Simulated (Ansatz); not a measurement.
# GaH₅N₂OSSi: basis-set convergence

The task here is to estimate one member of a computed series from the others.

The runs use Ansatz 0.2.0, Gaussian basis; one geometry, several basis sets.

The runs, in order: PBE0-D4/def2-SVP; ωB97M-V/def2-SVP; PBE0-D4/def2-QZVPP; ωB97M-V/def2-QZVPP; the functionals' def2-TZVPP values are taken from earlier runs.

**Structure used throughout**

An earlier PBE0-D4 in a triple-zeta def2 set relaxation fixed the geometry.

SMILES `N[Si]1(O)[NH][GaH][S]1`, 11 atoms, charge 0, spin multiplicity 1.

Atoms are counted from 1 here; the program's logs count them from 0.

Bond lengths: N1–Si2 1.706 Å, N1–H7 1.007 Å, N1–H8 1.007 Å, Si2–O3 1.642 Å, Si2–N4 1.717 Å, Si2–S6 2.160 Å, O3–H9 0.959 Å, N4–Ga5 1.838 Å, N4–H10 1.006 Å, Ga5–S6 2.215 Å, Ga5–H11 1.542 Å. Angles: Si2–N1–H7 120.7°, Si2–N1–H8 120.1°, H7–N1–H8 111.9°, N1–Si2–O3 106.0°, N1–Si2–N4 122.1°, N1–Si2–S6 108.0°, O3–Si2–N4 108.3°, O3–Si2–S6 117.2°, N4–Si2–S6 95.8°, Si2–O3–H9 115.1°, Si2–N4–Ga5 97.9°, Si2–N4–H10 128.3°, Ga5–N4–H10 132.8°, N4–Ga5–S6 90.5°, N4–Ga5–H11 134.6°, S6–Ga5–H11 134.9°, Si2–S6–Ga5 75.6°.

The first run:

File in.yaml:

```yaml
crystal:
  periodic: [false, false, false]
  atoms:
    - {symbol: N, position_ang: [-0.319240, -1.661436, 0.845629]}
    - {symbol: Si, position_ang: [0.125454, -0.069484, 0.421883]}
    - {symbol: O, position_ang: [1.365005, 0.334742, 1.419847]}
    - {symbol: N, position_ang: [0.561176, 0.360037, -1.181899]}
    - {symbol: Ga, position_ang: [-0.775378, 1.584077, -1.488888]}
    - {symbol: S, position_ang: [-1.647628, 1.161293, 0.502902]}
    - {symbol: H, position_ang: [0.380797, -2.373967, 0.976085]}
    - {symbol: H, position_ang: [-1.190230, -2.046142, 0.519388]}
    - {symbol: H, position_ang: [1.248777, 0.080704, 2.337273]}
    - {symbol: H, position_ang: [1.399139, 0.123015, -1.685052]}
    - {symbol: H, position_ang: [-1.147872, 2.507159, -2.667178]}
basis:
  gaussian: {orbitals: def2-SVP}
hamiltonian: {xc: pbe0, dispersion: d4}
output: {orbitals: {seedname: orbitals}}
```

Run with:

```sh
ansatz run in.yaml --threads 2 --pin off --events-out ev --progress --plain --max-ram 32768MiB --backend cpu
```

Steps of the session up to this table: PBE0-D4 in def2-SVP; ωB97M-V in def2-SVP; PBE0-D4 in def2-QZVPP; ωB97M-V in def2-QZVPP.

One table of the session follows, with a row left open; its other results are not shown here.

```
functional       basis  HOMO (eV)
   PBE0-D4    def2-SVP      -6.64
   PBE0-D4  def2-TZVPP      -6.82
   PBE0-D4  def2-QZVPP      -6.87
   ωB97M-V    def2-SVP      -8.79
   ωB97M-V  def2-TZVPP          ?
   ωB97M-V  def2-QZVPP      -9.06
```

Q: Estimate the row for ωB97M-V, def2-TZVPP from the others.

As computed: HOMO (eV): -9.01. In the column «HOMO (eV)» it lies between ωB97M-V, def2-QZVPP (-9.06) and ωB97M-V, def2-SVP (-8.79).
